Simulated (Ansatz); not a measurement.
# AlClF2: the cost of one run

Method: RKS CAM-B3LYP-D4/def2-SVP, in Ansatz 0.2.0.

### Step 1. The starting structure

Bond lengths: Al1–Cl2 2.230 Å, Al1–F3 1.690 Å, Al1–F4 1.690 Å. Angles: Cl2–Al1–F3 120.0°, Cl2–Al1–F4 120.0°, F3–Al1–F4 120.0°.

Coordinates:

```xyz
4

Al    0.0000    0.0000    0.0000
Cl    0.0000    0.0000    2.2300
F     1.4635    0.0000   -0.8450
F    -1.4635    0.0000   -0.8450
```

### Step 2. Preparing the start

File input.yaml:

```yaml
crystal:
  periodic: [false, false, false]
  atoms:
    - { symbol: Al, position_ang: [0.0, 0.0, 0.0] }
    - { symbol: Cl, position_ang: [0.0, 0.0, 2.23] }
    - { symbol: F, position_ang: [1.4635, 0.0, -0.845] }
    - { symbol: F, position_ang: [-1.4635, 0.0, -0.845] }
basis:
  gaussian: { orbitals: def2-SVP }
hamiltonian:
  xc: cam_b3lyp
  dispersion: d4
relax:
  f_tol: 0.02
  max_steps: 40
```

The run is started by

```
$ ansatz run input.yaml --threads 1 --pin off --max-ram 2048MiB --backend cpu --events-out ev --progress --plain --runs-dir out
```

Q: Estimate wall time and peak memory on 1 thread of Arm Neoverse V1, shared host.

About 14 s, with a peak of 0.13 GiB.
